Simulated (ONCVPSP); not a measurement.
# An ONCV potential for Cu, from input to tests

Aim: build the potential from the settings below, then test how well it stands in for the atom: other configurations, scattering, ghost states and the plane-wave cutoff that it needs.

Program: ONCVPSP 4.0.1.1 (patched build). Reference atom: PBE, scalar-relativistic, spherical and spin-unpolarised. All values are calculated.

### Step 1. Settings

The settings as typed:

```json
{
 "element": "copper (Cu, Z = 29)",
 "type": "optimised norm-conserving Vanderbilt (ONCV)",
 "frozen core": "[Ne]",
 "valence charge": "19",
 "reference configuration": "3s2 3p6 3d10 4s1",
 "partial waves": "3s+4s: rc 1.40 bohr, ncon 4, nbas 7, qcut 7 1/bohr, 2 projectors; 3p: rc 0.75 bohr, ncon 3, nbas 8, qcut 13.1 1/bohr, 1 projector; 3d: rc 1.25 bohr, ncon 4, nbas 8, qcut 13.3 1/bohr, 2 projectors, debl 0.9 Ha; f scattering state at 0.46 Ha: rc 1.30 bohr, ncon 5, nbas 8, qcut 9.7 1/bohr, 2 projectors, debl 0.3 Ha",
 "local potential": "polynomial inside 0.65 bohr (lpopt 4, dvloc0 6 Ha)",
 "core correction": "Teter function, fcfact 2.25, rcfact 1.3"
}
```

The nodes and maxima of the atom's own shells, from an earlier all-electron run, set the scale for the radii.

All-electron outer shells of the reference configuration (PBE, scalar-relativistic, ld1.x):

```csv
shell,level (eV),outermost node (bohr),outermost maximum (bohr)
2p,-916.98,–,0.16
3s,-114.70,0.29,0.61
3p,-72.14,0.26,0.62
3d,-5.04,–,0.60
4s,-4.61,0.89,2.27
4p,-0.70,0.97,3.65
```

### Step 2. Generating the potential

Input file Cu.dat:

```
# ATOM AND REFERENCE CONFIGURATION
# atsym  z   nc   nv     iexc    psfile
  Cu 29.00    3    4        4      upf
#
#   n    l    f
    1    0    2.00
    2    0    2.00
    2    1    6.00
    3    0    2.00
    3    1    6.00
    3    2   10.00
    4    0    1.00
#
# PSEUDOPOTENTIAL AND OPTIMIZATION
# lmax
    3
#
#   l,   rc,      ep,       ncon, nbas, qcut
    0    1.40    0.00    4    7    7.00
    1    0.75    0.00    3    8   13.10
    2    1.25    0.00    4    8   13.30
    3    1.30    0.46    5    8    9.70
#
# LOCAL POTENTIAL
# lloc, lpopt,  rc(5),   dvloc0
    4    4    0.65    6.00
#
# VANDERBILT-KLEINMAN-BYLANDER PROJECTORs
# l, nproj, debl
    0    2    0.60
    1    1    3.50
    2    2    0.90
    3    2    0.30
#
# MODEL CORE CHARGE
# icmod, fcfact, rcfact
    3    2.25    1.30
#
# LOG DERIVATIVE ANALYSIS
# epsh1, epsh2, depsh
   -6.00    5.00    0.04
#
# OUTPUT GRID
# rlmax, drl
    6.00    0.01
#
# TEST CONFIGURATIONS
# ncnf
    4
# nvcnf
#   n    l    f
    4
    3    0    2.00
    3    1    6.00
    3    2   10.00
    4    0    0.00
#
    4
    3    0    2.00
    3    1    6.00
    3    2    9.00
    4    0    0.00
#
    4
    3    0    2.00
    3    1    6.00
    3    2    8.00
    4    0    0.00
#
    5
    3    0    2.00
    3    1    6.00
    3    2    9.00
    4    0    1.00
    4    1    1.00
#
```

Command:

```sh
$ oncvpsp.x < Cu.dat > Cu.out
```

What the program wrote to Cu.out (without the consistency checks and plot data):

```text
ONCVPSP  (Optimized Norm-Conservinng Vanderbilt PSeudopotential)
scalar-relativistic version 4.0.1.1, modified

#   n    l    f        energy (Ha)
    1    0    2.00    -3.2527452E+02
    2    0    2.00    -3.9045224E+01
    2    1    6.00    -3.3698282E+01
    3    0    2.00    -4.2152924E+00
    3    1    6.00    -2.6512387E+00
    3    2   10.00    -1.8516466E-01
    4    0    1.00    -1.6941097E-01

Reference configufation results
  iterations    31
  all-electron total energy (Ha)   -1.65484922D+03

Begin loop to  construct optimized pseudo wave functions
and semi-local pseudopoentials for all angular momenta

Calculating optimized projector #   1

 for l=   0

    Fraction of norm inside rc  0.981178
    Optimizing pswf for qcut=   6.99 a_B^-1,  ecut=  24.44 Ha
    Residual kinetic energy error=  3.31D-06 Ha

    Energy error per electron        Cutoff
         Ha          eV             Ha
         0.01000     0.27211       13.33
         0.00100     0.02721       17.15
         0.00010     0.00272       20.25
         0.00001     0.00027       23.01

Calculating optimized projector #   2

 for l=   0

    Fraction of norm inside rc  0.056748
    Optimizing pswf for qcut=   6.99 a_B^-1,  ecut=  24.44 Ha
    Residual kinetic energy error=  4.62D-05 Ha

    Energy error per electron        Cutoff
         Ha          eV             Ha
         0.01000     0.27211        8.78
         0.00100     0.02721       12.64
         0.00010     0.00272       16.81
         0.00001     0.00027       69.20

Calculating optimized projector #   1

 for l=   1

    Fraction of norm inside rc  0.561311
    Optimizing pswf for qcut=  13.08 a_B^-1,  ecut=  85.54 Ha
    Residual kinetic energy error=  9.37D-05 Ha

    Energy error per electron        Cutoff
         Ha          eV             Ha
         0.01000     0.27211       33.47
         0.00100     0.02721       58.57
         0.00010     0.00272       84.66
         0.00001     0.00027      398.75

   Wellstate for l =  2  n =  4
     eigenvalue =   0.7148
     asymptotic potential =   1.2148
     half-point radius =  3.8001

Calculating optimized projector #   1

 for l=   2

    Fraction of norm inside rc  0.727736
    Optimizing pswf for qcut=  13.29 a_B^-1,  ecut=  88.30 Ha
    Residual kinetic energy error=  1.30D-05 Ha

    Energy error per electron        Cutoff
         Ha          eV             Ha
         0.01000     0.27211       56.53
         0.00100     0.02721       66.68
         0.00010     0.00272       75.70
         0.00001     0.00027      143.03

Calculating optimized projector #   2

 for l=   2

    Fraction of norm inside rc  0.086079
    Optimizing pswf for qcut=  13.29 a_B^-1,  ecut=  88.30 Ha
    Residual kinetic energy error=  4.38D-07 Ha

    Energy error per electron        Cutoff
         Ha          eV             Ha
         0.01000     0.27211       49.47
         0.00100     0.02721       62.22
         0.00010     0.00272       72.28
         0.00001     0.00027       79.83

   Wellstate for l =  3  n =  4
     eigenvalue =   0.4600
     asymptotic potential =   0.9600
     half-point radius =  7.4220

   Wellstate for l =  3  n =  5
     eigenvalue =   0.7600
     asymptotic potential =   1.2600
     half-point radius =  8.1572

Calculating optimized projector #   1

 for l=   3

    Fraction of norm inside rc  0.000291
    Optimizing pswf for qcut=   9.69 a_B^-1,  ecut=  46.99 Ha
    Residual kinetic energy error=  7.12D-08 Ha

    Energy error per electron        Cutoff
         Ha          eV             Ha
         0.01000     0.27211        1.11
         0.00100     0.02721        2.45
         0.00010     0.00272        8.04
         0.00001     0.00027       20.79

Calculating optimized projector #   2

 for l=   3

    Fraction of norm inside rc  0.001031
    Optimizing pswf for qcut=   9.69 a_B^-1,  ecut=  46.99 Ha
    Residual kinetic energy error=  2.59D-07 Ha

    Energy error per electron        Cutoff
         Ha          eV             Ha
         0.01000     0.27211        1.83
         0.00100     0.02721        5.06
         0.00010     0.00272       15.33
         0.00001     0.00027       29.38

Construct Vanderbilt / Kleinmman-Bylander projectors

B matrix Hermiticity error, ll=   0
   1   2    4.1653E-04

  Orthonormal projector coefficients  1.0037E+01  2.2819E+00

B matrix Hermiticity error, ll=   2
   1   2    1.0122E-04

  Orthonormal projector coefficients -9.1750E+00 -2.7723E+00

B matrix Hermiticity error, ll=   3
   1   2    2.1674E-08

  Orthonormal projector coefficients -6.8070E+01 -1.7320E+00

Model core correction analysis
  based on d2Exc/dn_idn_j

d2excae - all-electron derivatives

   -4.338144D-02   -4.014180D-02   -2.757816D-02   -1.541291D-03
   -4.014198D-02   -3.848482D-02   -2.725529D-02   -1.864240D-03
   -2.757852D-02   -2.725551D-02   -2.460790D-02   -7.274296D-03
   -1.541147D-03   -1.863896D-03   -7.272240D-03   -3.482237D-02

d2excps - pseudofunction derivatives with no core correction

   -5.898426D-02   -4.117957D-02   -2.807276D-02   -2.521890D-03
   -4.118188D-02   -3.931029D-02   -2.961546D-02   -1.925921D-03
   -2.807332D-02   -2.961563D-02   -2.587645D-02   -7.189918D-03
   -2.522550D-03   -1.925578D-03   -7.187862D-03   -3.487441D-02

rms 2nd derivative error    4.042556E-03

rmatch, rhocmatch    0.3563   71.0408

Teter function model core charge with specified parameters

d2excps - pseudofunction derivatives with core correction

   -4.446016D-02   -3.865739D-02   -2.764760D-02   -1.758415D-03
   -3.865749D-02   -3.814128D-02   -2.917668D-02   -1.802658D-03
   -2.764779D-02   -2.917684D-02   -2.564248D-02   -7.172526D-03
   -1.758277D-03   -1.802310D-03   -7.170468D-03   -3.483413D-02

rms 2nd derivative error    9.445506E-04

Pseudoatom total energy -194.776732

Diagnostic tests using Vanderbilt-Kleinman-Bylander pseudopotentials
  1 or more projectors used as specified by nproj input data

   l    rcore       rmatch      e in        delta e   norm test  slope test

   0   1.4020244   1.4445929  -4.2152924   0.0000064   1.0002484   1.0002171
   0   1.4020244   1.4445929  -0.1694110   0.0000026   1.0000272   1.0000203

   1   0.7526024   0.7754530  -2.6512387   0.0000010   0.9999981   1.0001438

   2   1.2513936   1.2893886  -0.1851647  -0.0000042   1.0001344   1.0001408
   2   1.2513936   1.2893886   0.7148353  -0.0000033   1.0002694   1.0002694

   3   1.3049077   1.3445275   0.4600000   0.0000346   1.0000578   1.0000578
   3   1.3049077   1.3445275   0.7600000   0.0000397   1.0000653   1.0000653

 Testing for bound ghosts
   n   l    E NL Schr. Eq   E Basis Diag.   E Cutoff

   1   0       -4.215286       -4.215118     97.13
   2   0       -0.169408       -0.069438     97.13

   2   1       -2.651238       -2.642243    391.36

   3   2       -0.185169       -0.177256    219.99

 Testing for highly-localized positive-energy ghosts
       l    <radius>/rc     E Basis Diag.   E Cutoff

       3        0.311539       70.695859    225.37  WARNING - GHOST(+)

Test configuration 0

   n   l     f        eae           eps        diff
   1   0  2.0000 -325.27451999
   2   0  2.0000  -39.04522397
   2   1  6.0000  -33.69828223
   3   0  2.0000   -4.21529237   -4.21528600    6.37D-06
   3   1  6.0000   -2.65123870   -2.65123775    9.51D-07
   3   2 10.0000   -0.18516466   -0.18516885   -4.19D-06
   4   0  1.0000   -0.16941097   -0.16940840    2.57D-06

    Total energies and differences
      AE_ref= -1.65484922D+03  AE_tst= -1.65484922D+03  dif=  0.00D+00
      PS_ref= -1.94776732D+02  PS_tst= -1.94776732D+02  dif=  1.11D-11
      PSP excitation error= -1.11D-11

Test configuration 1

   n   l     f        eae           eps        diff
   1   0  2.0000 -325.59186900
   2   0  2.0000  -39.35290449
   2   1  6.0000  -34.00678728
   3   0  2.0000   -4.53200588   -4.53177863    2.27D-04
   3   1  6.0000   -2.96913099   -2.96873810    3.93D-04
   3   2 10.0000   -0.50194273   -0.50200449   -6.18D-05

    Total energies and differences
      AE_ref= -1.65484922D+03  AE_tst= -1.65454971D+03  dif=  3.00D-01
      PS_ref= -1.94776732D+02  PS_tst= -1.94477331D+02  dif=  2.99D-01
      PSP excitation error=  1.12D-04

Test configuration 2

   n   l     f        eae           eps        diff
   1   0  2.0000 -326.21755518
   2   0  2.0000  -39.99094519
   2   1  6.0000  -34.64342349
   3   0  2.0000   -5.15541721   -5.15582388   -4.07D-04
   3   1  6.0000   -3.58743895   -3.58752006   -8.11D-05
   3   2  9.0000   -1.08881248   -1.08865155    1.61D-04

    Total energies and differences
      AE_ref= -1.65484922D+03  AE_tst= -1.65376575D+03  dif=  1.08D+00
      PS_ref= -1.94776732D+02  PS_tst= -1.93693276D+02  dif=  1.08D+00
      PSP excitation error=  1.18D-05

Test configuration 3

psatom: WARNING lschvkbb convergence error n,l,iter=   3   2   3
ea(ii),et,emin,emax -1.851689E-01 -2.036857E-01 -2.036857E-01 -2.036857E-01
run_config: WARNING for fully non-local PS atom, stg. 1
 WARNING no output for configuration 4

Test configuration 4

   n   l     f        eae           eps        diff
   1   0  2.0000 -325.54362791
   2   0  2.0000  -39.33152064
   2   1  6.0000  -33.98272063
   3   0  2.0000   -4.48747822   -4.48699595    4.82D-04
   3   1  6.0000   -2.91886881   -2.91852621    3.43D-04
   3   2  9.0000   -0.42582113   -0.42475218    1.07D-03
   4   0  1.0000   -0.26246924   -0.26228179    1.87D-04
   4   1  1.0000   -0.07749911   -0.07766646   -1.67D-04

    Total energies and differences
      AE_ref= -1.65484922D+03  AE_tst= -1.65459886D+03  dif=  2.50D-01
      PS_ref= -1.94776732D+02  PS_tst= -1.94526974D+02  dif=  2.50D-01
      PSP excitation error=  6.09D-04
```

Run time: 6.4 s. Hardware: 1 thread of Neoverse-N1, shared host.

Partial waves on a coarse radial grid (AE all-electron, PS pseudo):

| r (bohr) | 3p AE | 3p PS | 3s AE | 3s PS |
| --- | --- | --- | --- | --- |
| 0.070 | -0.4811 | 0.0413 | -0.0317 | 0.2346 |
| 0.140 | -0.6386 | 0.1596 | -0.6702 | 0.4589 |
| 0.210 | -0.3337 | 0.3382 | -0.5603 | 0.6633 |
| 0.280 | 0.1370 | 0.5518 | -0.0636 | 0.8396 |
| 0.350 | 0.5774 | 0.7714 | 0.4759 | 0.9819 |
| 0.420 | 0.9084 | 0.9680 | 0.8999 | 1.0861 |
| 0.490 | 1.1174 | 1.1176 | 1.1687 | 1.1510 |
| 0.560 | 1.2209 | 1.2073 | 1.2983 | 1.1780 |
| 0.630 | 1.2440 | 1.2361 | 1.3216 | 1.1699 |
| 0.700 | 1.2116 | 1.2105 | 1.2735 | 1.1316 |
| 0.770 | 1.1444 | 1.1444 | 1.1826 | 1.0693 |
| 0.840 | 1.0574 | 1.0574 | 1.0698 | 0.9891 |
| 0.910 | 0.9615 | 0.9615 | 0.9493 | 0.8976 |
| 0.980 | 0.8639 | 0.8639 | 0.8304 | 0.8006 |
| 1.050 | 0.7690 | 0.7691 | 0.7183 | 0.7033 |
| 1.120 | 0.6798 | 0.6798 | 0.6160 | 0.6096 |
| 1.190 | 0.5974 | 0.5975 | 0.5246 | 0.5224 |
| 1.260 | 0.5228 | 0.5228 | 0.4443 | 0.4438 |
| 1.330 | 0.4557 | 0.4557 | 0.3745 | 0.3744 |
| 1.400 | 0.3961 | 0.3961 | 0.3146 | 0.3145 |
| 1.470 | 0.3434 | 0.3434 | 0.2634 | 0.2633 |
| 1.540 | 0.2971 | 0.2972 | 0.2200 | 0.2199 |
| 1.610 | 0.2566 | 0.2566 | 0.1832 | 0.1832 |
| 1.680 | 0.2213 | 0.2213 | 0.1524 | 0.1523 |
| 1.750 | 0.1907 | 0.1907 | 0.1265 | 0.1264 |
| 1.820 | 0.1641 | 0.1641 | 0.1049 | 0.1048 |

Densities times 4π (e/bohr³); a dash where the program caps the true core:

| r (bohr) | pseudo valence | true core | model core |
| --- | --- | --- | --- |
| 0.070 | 25.25 | – | 148.7 |
| 0.210 | 41.58 | – | 82.33 |
| 0.350 | 68.08 | 79.23 | 23.34 |
| 0.490 | 77.26 | 6.623 | 2.684 |
| 0.630 | 59.61 | 0.5131 | 0.04475 |
| 0.770 | 34.9 | 0.03912 | 0.003376 |
| 0.910 | 18.21 | 0.003017 | 3.403e-05 |
| 1.050 | 9.568 | 0.000236 | 0.0001186 |
| 1.190 | 5.287 | 1.877e-05 | 5.38e-06 |
| 1.330 | 3.065 | 1.563e-06 | 4.79e-06 |
| 1.470 | 1.868 | 1e-07 | 0 |
| 1.610 | 1.196 | 0 | 0 |
| 1.750 | 0.8021 | 0 | 0 |

### Step 3. The configuration tests of the same run

1 test gave no usable energy difference (3s2 3p6 3d8 4s0).

Excitation and ionisation energies from 3s2 3p6 3d10 4s1, with the error of the potential.

```csv
valence configuration,charge,ΔE all-electron (eV),error AE − PS (meV)
3s2 3p6 3d10 4s0,+1,8.150,+3.0
3s2 3p6 3d9 4s0,+2,29.483,+0.3
3s2 3p6 3d9 4s1 4p1,0,6.813,+17
```

### Step 4. Does it scatter like the atom?

Taken from the files of the generation run. The phase is arctan(r·R′/R) of the radial function R, unwrapped, with energies in Ha. A pole is an energy at which the radial function vanishes at the test radius. The pseudo phase is shifted by a multiple of π to meet the all-electron one at the reference energy. Levels narrower than the energy grid can be missing from the poles. The last column is the largest difference on the grid between −0.5 and +0.5 Ha.

| channel | radius (bohr) | reference (Ha) | poles AE | poles PS | window around the reference with phases within 0.05 rad (Ha) | largest difference near zero (rad) |
| --- | --- | --- | --- | --- | --- | --- |
| s | 1.42 | -0.17 | -3.97 | -3.97 | the whole range | 0.000 |
| p | 0.76 | -2.65 | none | 4.86 | the whole range | 0.002 |
| d | 1.27 | -0.19 | 0.75 | 0.75 | the whole range | 0.000 |
| f | 1.32 | 0.46 | none | none | the whole range | 0.000 |

Phases (rad) along the scan:

| E (Ha) | p AE | p PS | s AE | s PS |
| --- | --- | --- | --- | --- |
| -5.96 | -0.083 | -0.093 | 1.212 | 1.212 |
| -5.40 | -0.297 | -0.303 | 1.122 | 1.122 |
| -4.84 | -0.499 | -0.504 | 0.797 | 0.797 |
| -4.28 | -0.679 | -0.681 | -1.249 | -1.249 |
| -3.72 | -0.830 | -0.830 | -1.675 | -1.675 |
| -3.16 | -0.953 | -0.953 | -1.792 | -1.792 |
| -2.60 | -1.054 | -1.054 | -1.869 | -1.869 |
| -2.04 | -1.136 | -1.136 | -1.944 | -1.944 |
| -1.48 | -1.204 | -1.205 | -2.035 | -2.035 |
| -0.92 | -1.261 | -1.262 | -2.163 | -2.163 |
| -0.36 | -1.309 | -1.311 | -2.365 | -2.365 |
| 0.20 | -1.351 | -1.353 | -2.711 | -2.711 |
| 0.76 | -1.387 | -1.389 | -3.242 | -3.242 |
| 1.32 | -1.418 | -1.422 | -3.764 | -3.766 |
| 1.88 | -1.446 | -1.451 | -4.098 | -4.100 |
| 2.44 | -1.472 | -1.477 | -4.291 | -4.294 |
| 3.00 | -1.495 | -1.501 | -4.410 | -4.414 |
| 3.56 | -1.516 | -1.524 | -4.491 | -4.494 |
| 4.12 | -1.536 | -1.545 | -4.549 | -4.553 |
| 4.68 | -1.555 | -1.565 | -4.593 | -4.599 |

### Step 5. Convergence and ghost test

Read off the output, the cutoffs (Ha) at which the residual kinetic energy of the hardest occupied pseudo-wave falls to 1 and 0.1 mHa per electron: 67 Ha and 85 Ha.

The program's own ghost test: no bound ghost flagged; GHOST(+) flagged for f at 1923.7 eV.

Cutoff (Ha) at which the first wave of each channel reaches a given error (Ha per electron):

| error | s | p | d | f |
| --- | --- | --- | --- | --- |
| 1.0e-02 | 13.3 | 33.5 | 56.5 | 1.1 |
| 3.2e-03 | 15.4 | 38.2 | 62.0 | 1.6 |
| 1.0e-03 | 17.2 | 58.6 | 66.7 | 2.5 |
| 3.2e-04 | 18.8 | 73.0 | 71.5 | 4.3 |
| 1.0e-04 | 20.3 | 84.7 | 75.7 | 8.0 |
| 3.2e-05 | 21.6 | 236.5 | 80.5 | 13.7 |
| 1.0e-05 | 23.0 | 398.7 | 143.0 | 20.8 |

### Step 6. Results

```
                                                quantity                                               value
  cutoffs for 1 and 0.1 mHa per electron, occupied waves                                     67 Ha and 85 Ha
                                            bound ghosts                                          none found
                                          GHOST(+) flags                                        f at 1924 eV
                            largest test error (AE − PS)  +17 meV, for 3s2 3p6 3d9 4s1 4p1 (1 test unsolved)
largest phase difference near zero energy, channels read                                           0.002 rad
 rms error of d²Exc/dn², without and with the model core                                   4.04 and 0.94 mHa
```

By total energies transferability is good where solved: the largest error is 17 meV on 6.8 eV, for 3s2 3p6 3d9 4s1 4p1. Of the tests 1 gave no usable energy difference, which is a warning in itself. It counts as very hard, with 67 Ha needed at the looser tolerance. It is free of bound ghosts as far as tested. Near zero energy the phases of the channels with partial waves agree within 0.002 rad. The program also flags highly localised states, GHOST(+) (f). All of this concerns the isolated atom, not yet a solid.
